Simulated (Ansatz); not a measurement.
# C2H9NOSi2: how energies converge with the basis set

How large a basis does C2H9NOSi2 need? Two functionals are run in growing sets.

The runs use Ansatz 0.2.0, Gaussian basis; one geometry, several basis sets.

The runs, in order: PBE0-D4/def2-SVP; ωB97M-V/def2-SVP; PBE0-D4/def2-QZVPP; ωB97M-V/def2-QZVPP; the functionals' def2-TZVPP values are taken from earlier runs.

## (1) The geometry

All runs share one geometry, relaxed beforehand with PBE0-D4 in a triple-zeta def2 set.

SMILES `C=C[SiH2]N[SiH2]O`, 15 atoms, charge 0, spin multiplicity 1.

Atoms are counted from 1 here; the program's logs count them from 0.

Bond lengths: C1–C2 1.331 Å, C1–H7 1.087 Å, C1–H8 1.087 Å, C2–Si3 1.862 Å, C2–H9 1.090 Å, Si3–N4 1.727 Å, Si3–H10 1.487 Å, Si3–H11 1.488 Å, N4–Si5 1.719 Å, N4–H12 1.011 Å, Si5–O6 1.649 Å, Si5–H13 1.479 Å, Si5–H14 1.485 Å, O6–H15 0.959 Å. Angles: C2–C1–H7 121.4°, C2–C1–H8 122.4°, H7–C1–H8 116.3°, C1–C2–Si3 123.1°, C1–C2–H9 118.1°, Si3–C2–H9 118.8°, C2–Si3–N4 112.1°, C2–Si3–H10 109.0°, C2–Si3–H11 109.1°, N4–Si3–H10 108.0°, N4–Si3–H11 109.5°, H10–Si3–H11 109.1°, Si3–N4–Si5 127.5°, Si3–N4–H12 115.6°, Si5–N4–H12 115.8°, N4–Si5–O6 115.1°, N4–Si5–H13 109.4°, N4–Si5–H14 105.8° and more.

## (2) PBE0-D4 in def2-SVP

in.yaml

```yaml
crystal:
  periodic: [false, false, false]
  atoms:
    - {symbol: C, position_ang: [1.383623, -0.519626, -1.591952]}
    - {symbol: C, position_ang: [0.168406, -1.055286, -1.677302]}
    - {symbol: Si, position_ang: [-1.289913, -0.425781, -0.704744]}
    - {symbol: N, position_ang: [-0.864681, 0.896185, 0.322629]}
    - {symbol: Si, position_ang: [-0.213217, 0.820459, 1.911908]}
    - {symbol: O, position_ang: [1.433134, 0.791692, 1.991238]}
    - {symbol: H, position_ang: [1.583864, 0.329509, -0.943070]}
    - {symbol: H, position_ang: [2.226196, -0.894863, -2.166421]}
    - {symbol: H, position_ang: [0.026059, -1.900442, -2.351060]}
    - {symbol: H, position_ang: [-1.811570, -1.523683, 0.151700]}
    - {symbol: H, position_ang: [-2.357017, 0.001872, -1.650272]}
    - {symbol: H, position_ang: [-0.830175, 1.802415, -0.124405]}
    - {symbol: H, position_ang: [-0.579676, 2.047941, 2.651751]}
    - {symbol: H, position_ang: [-0.770457, -0.415668, 2.517858]}
    - {symbol: H, position_ang: [1.873422, -0.005322, 1.691641]}
basis:
  gaussian: {orbitals: def2-SVP}
hamiltonian: {xc: pbe0, dispersion: d4}
output: {orbitals: {seedname: orbitals}}
```

Started as:

```console
$ ansatz run in.yaml --threads 2 --pin off --events-out ev --progress --plain --max-ram 32768MiB --backend cpu
```

Further steps of the session: ωB97M-V in def2-SVP; PBE0-D4 in def2-QZVPP; ωB97M-V in def2-QZVPP.

**Question.** What will the summary of the whole plan be? Wanted: PBE0-D4: double and triple zeta above quadruple; ωB97M-V: double and triple zeta above quadruple.

The runs gave:

| quantity | value |
| --- | --- |
| PBE0-D4: double and triple zeta above quadruple | 13.48, 0.89 eV |
| ωB97M-V: double and triple zeta above quadruple | 13.71, 0.83 eV |

For PBE0-D4 the step from double to triple zeta gains 12.59 eV and the next only 0.89 eV. Total energies overstate the basis error of differences, where much of it tends to cancel. The LUMO of ωB97M-V is positive and keeps falling with the basis (1.88 to 1.37 eV): an unbound level that the basis holds in place.
